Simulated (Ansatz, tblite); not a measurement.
# The cluster In₂Se₃: rung by rung

Aim: run the singlet of the cluster In₂Se₃ at one geometry on many levels, and compare frontier levels, spin and run time.

The runs use Ansatz 0.2.0, Gaussian basis; as each input shows.

Plan: GFN1-xTB, GFN2-xTB, PBE-D4/def2-TZVP, r2SCAN-D4/def2-TZVP, PBE-QIDH/def2-TZVP, ωB97X-V/def2-TZVP, LC-ωPBE(0.10)/def2-SVP, LC-ωPBE(0.15)/def2-SVP, LC-ωPBE(0.20)/def2-SVP, LC-ωPBE(0.30)/def2-SVP, PBE-D4/def2-SVP, PBE0-D4/def2-SVP, PBE0-D4/def2-TZVPD, PBE-D4/def2-TZVPD, r2SCAN-D4/def2-TZVPD, CCSD(T)/def2-SVP, MP2/def2-TZVP, RPA/def2-TZVP.

7 further runs of the same task are left out: 2 that didn't finish, 5 set aside as unsound or not needed. Runs told in other sessions of the task aren't counted.

### 1 The relaxed structure

The singlet was relaxed beforehand with B3LYP-D4/def2-SVP. At that level it is the lowest of the isomers that a small search found.

5 atoms, charge 0, spin multiplicity 1.

Bond lengths: In1–Se3 2.995 Å, In1–Se5 2.991 Å, In2–Se3 3.055 Å, In2–Se4 2.946 Å, In2–Se5 3.059 Å, Se3–Se4 2.409 Å, Se4–Se5 2.409 Å. Angles: Se3–In1–Se5 75.2°, Se3–In2–Se4 47.3°, Se3–In2–Se5 73.3°, Se4–In2–Se5 47.2°, In1–Se3–In2 90.3°, In1–Se3–Se4 87.2°, In2–Se3–Se4 64.0°, In2–Se4–Se3 68.7°, In2–Se4–Se5 68.8°, Se3–Se4–Se5 98.5°, In1–Se5–In2 90.3°, In1–Se5–Se4 87.3°, In2–Se5–Se4 63.9°.

In takes a core potential in the def2 sets. No spin-orbit coupling is included.

PBE0-D4/def2-TZVP was run before; its log isn't repeated, and its numbers join the tables.

### 2 GFN1-xTB

Tight binding, by tblite at 300 K electronic temperature and without a spin-polarisation term:

```python
tblite.interface.Calculator('GFN1-xTB', numbers, positions, charge=0, uhf=0).singlepoint()
```

Energy -360.1116 eV, HOMO -8.16 eV, LUMO -6.16 eV; 0.006 s.

### 3 GFN2-xTB

Tight binding, by tblite at 300 K electronic temperature and without a spin-polarisation term:

```python
tblite.interface.Calculator('GFN2-xTB', numbers, positions, charge=0, uhf=0).singlepoint()
```

Energy -331.1007 eV, HOMO -9.39 eV, LUMO -7.21 eV; 0.006 s.

### 4 PBE-D4/def2-TZVP

start.molden holds the orbitals of an earlier run on this state, given as this run's starting guess.

in.yaml

```yaml
crystal:
  periodic: [false, false, false]
  atoms:
    - {symbol: In, position_ang: [1.021963, 0.774707, 2.079310]}
    - {symbol: In, position_ang: [-0.997873, -1.931895, -0.565925]}
    - {symbol: Se, position_ang: [1.685557, -0.470980, -0.562321]}
    - {symbol: Se, position_ang: [-0.181067, 0.749893, -1.471765]}
    - {symbol: Se, position_ang: [-1.528579, 0.878274, 0.520701]}
basis:
  gaussian: {orbitals: def2-TZVP, initial_orbitals: start.molden}
hamiltonian: {xc: pbe, dispersion: d4}
scf: {omitted_lower_state_checks: [starts]}
output: {orbitals: {seedname: orbitals}}
```

On the command line:

```sh
$ ansatz run in.yaml --threads 4 --pin off --events-out ev --progress --plain --max-ram 4787MiB
```

Further steps of the session: r2SCAN-D4/def2-TZVP; PBE-QIDH/def2-TZVP; ωB97X-V/def2-TZVP; LC-ωPBE(0.10)/def2-SVP; LC-ωPBE(0.15)/def2-SVP; LC-ωPBE(0.20)/def2-SVP; LC-ωPBE(0.30)/def2-SVP; PBE-D4/def2-SVP; PBE0-D4/def2-SVP; PBE0-D4/def2-TZVPD; PBE-D4/def2-TZVPD; r2SCAN-D4/def2-TZVPD; CCSD(T)/def2-SVP; MP2/def2-TZVP; RPA/def2-TZVP.

Q: Predict the results of all the runs planned. Wanted: gap in def2-TZVP, named functionals, smallest and largest; gap over the ω; correlation energy, CCSD(T)/def2-SVP; correlation energy, MP2/def2-TZVP; binding an atom, CCSD(T)/def2-SVP; PBE0 total energy, smallest basis above largest.

The runs gave:

```
                                                 quantity                                value
gap in def2-TZVP, named functionals, smallest and largest  1.94 eV (PBE-D4), 7.37 eV (ωB97X-V)
                                  gap over the ω (1/bohr)       4.73 eV at 0.1, 7.36 eV at 0.3
                     correlation energy, CCSD(T)/def2-SVP                            -24.10 eV
                        correlation energy, MP2/def2-TZVP                            -36.88 eV
                        binding an atom, CCSD(T)/def2-SVP                             2.007 eV
          PBE0 total energy, smallest basis above largest      24.33 eV (def2-SVP, def2-TZVPD)
```

Orbital gaps of the named functionals in def2-TZVP span 1.94 eV (PBE-D4) to 7.37 eV (ωB97X-V); exact exchange widens it. Raising the ω (1/bohr) from 0.1 to 0.3 moves the HOMO by -1.41 eV and the LUMO by +1.21 eV. The functionals in def2-TZVP miss CCSD(T)/def2-SVP by +0.301 (PBE-QIDH) to +0.511 eV (PBE-D4) an atom. The yardstick is in a double-zeta basis, so levels in larger sets aren't compared like for like. CCSD(T)/def2-SVP isn't at the basis-set limit; small misses against it rank nothing.
